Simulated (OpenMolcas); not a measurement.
**Ir⁶⁺ among point charges: CASSCF and CASPT2 levels and susceptibility**

How does a field of 6 point charges split the states of Ir⁶⁺, and what χT follows?

Method: state-averaged CASSCF and CASPT2, spin-orbit coupling by RASSI with atomic mean-field integrals. Code: OpenMolcas 26.06.

## 1. The atom as given

| Property | Result |
| --- | --- |
| Species | Ir⁶⁺ (iridium, Z = 77, 71 electrons) |
| Basis | ANO-RCC-VDZP [7s6p4d2f], 59 functions |
| Scalar Hamiltonian | DKH2, point nucleus |
| Inactive shells | 1s 2s 2p 3s 3p 3d 4s 4p 4d 4f 5s 5p |
| Active space | 3 electrons in 5 orbitals (5d) |
| Some configurations of this space | 5d3 |
| Orbitals | optimised for each spin and parity, averaged over all roots |

Outer shells as boxes (Hund's rule):

5d3
```
5d [↑ ][↑ ][↑ ][  ][  ]
```

The ion sits among 6 point charges of -0.85 e arranged as an octahedron (Oh), 1.99 Å from the ion.

The work runs as a chain of OpenMolcas steps in one folder; each step below is one input file. Labels, J, g values, rates, χT and fits are worked out afterwards by a script from the matrices that RASSI stores. The input lists half of the charges; inversion (Group=XYZ) makes the rest.

## 2. Basis and integrals

Contents of a.inp:

```
&GATEWAY
Coord
1

Ir 0.0 0.0 0.0
Basis=ANO-RCC-VDZP
Group=XYZ
NoMove
AngMom=0.0 0.0 0.0
AMFI
XField
3 Angstrom 0
1.990000 0.000000 0.000000 -0.850000
0.000000 1.990000 0.000000 -0.850000
0.000000 0.000000 1.990000 -0.850000
&SEWARD
```

The run is started by

```
$ OMP_NUM_THREADS=1 MOLCAS_MEM=1689 MOLCAS_PROJECT=a pymolcas a.inp > a.log
```

## 3. CASSCF: quartets of even parity, 10 roots

Contents of a.inp:

```
&RASSCF
FileOrb=start.orb
Symmetry=1
Spin=4
nActEl=3 0 0
Inactive=15 19
Ras2=5 0
CIRoot=10 10 1
SDav=10
CIMx=300
Iter=120 100
PrWF=0.3
OrbListing=Nothing
MaxOrb=0
>>> COPY $Project.JobIph JOB001
```

start.orb holds the contracted functions of the basis, ordered by shell, or the orbitals of the step before.

## 4. CASSCF: doublets of even parity, 40 roots

Contents of a.inp:

```
&RASSCF
FileOrb=start.orb
Symmetry=1
Spin=2
nActEl=3 0 0
Inactive=15 19
Ras2=5 0
CIRoot=40 40 1
SDav=40
CIMx=300
Iter=120 100
PrWF=0.3
OrbListing=Nothing
MaxOrb=0
>>> COPY $Project.JobIph JOB002
```

## 5. State interaction with spin-orbit coupling

Contents of a.inp:

```
&RASSI
NrOfJobIphs=2 10 40
1 2 3 4 5 6 7 8 9 10
1 2 3 4 5 6 7 8 9 10 11 12 13 14 15 16 17 18 19 20 21 22 23 24 25 26 27
28 29 30 31 32 33 34 35 36 37 38 39 40
IphNames
JOB001
JOB002
EJob
SpinOrbit
DIPRint=1.0
SOCoupling=1000.0
Subsets=2
Property=9
'ANGMOM' 1 'ANGMOM' 2 'ANGMOM' 3 'MLTPL  1' 1 'MLTPL  1' 2 'MLTPL  1' 3
'AMFI' 1 'AMFI' 2 'AMFI' 3
SOProperty=3
'ANGMOM' 1 'ANGMOM' 2 'ANGMOM' 3
```

## 6. CASPT2: IPEA 0.25, imaginary shift 0.1 (closed shells correlated: 5s 5p)

Contents of a.inp:

```
>>> COPY JOB001 $Project.JobIph
&CASPT2
Multistate=10 1 2 3 4 5 6 7 8 9 10
NoMult
Frozen=14 16
IPEA=0.25
Imaginary=0.1
MaxIter=60
WThr=0.0 0.3 0.05
PrWF=0.5
NoMix
>>> COPY JOB002 $Project.JobIph
&CASPT2
Multistate=40 1 2 3 4 5 6 7 8 9 10 11 12 13 14 15 16 17 18 19 20 21 22
23 24 25 26 27 28 29 30 31 32 33 34 35 36 37 38 39 40
NoMult
Frozen=14 16
IPEA=0.25
Imaginary=0.1
MaxIter=60
WThr=0.0 0.3 0.05
PrWF=0.5
NoMix
```

(Steps that only read results are left out.)

**Question.** What will these runs give? Wanted: spin-free ground state; first state of the same spin within the active space; lowest level; next level.

The runs gave:

```
                                            quantity                                                                        value
                                              method  SS-CASPT2, IPEA 0.25, imaginary shift 0.1 (closed shells correlated: 5s 5p)
                              spin-free ground state                                              4A2, 1-fold in its orbital part
first state of the same spin within the active space                                                             4T2 at 2780 cm⁻¹
                                        lowest level                                                                    4-fold Γ8
                                          next level                                                                  7975.7 cm⁻¹
                                         χT at 300 K                                                               0.12 cm³ K/mol
                           effective moment at 300 K                                                                      0.99 μB
```

Cost by method:

| method | time of its own steps | time with the reference |
| --- | --- | --- |
| A. CASSCF | 6.9 s | 6.9 s |
| B. SS-CASPT2, IPEA 0.25, imaginary shift 0.1, +5s 5p | 2.4 s | 9.3 s |

Times are of one thread on a shared host.

In words: The spin-free ground state (4A2) comes to 100 % from free-ion F terms and keeps the highest spin of the shell. χT at 300 K is 0.12, against 1.88 cm³ K/mol for the spin alone, so spin-orbit coupling lowers it. CASPT2 does not keep the components of a term degenerate, and the means are used. The field of point charges can differ much from that of real complexes. This is an electrostatic model: the charges have no orbitals.
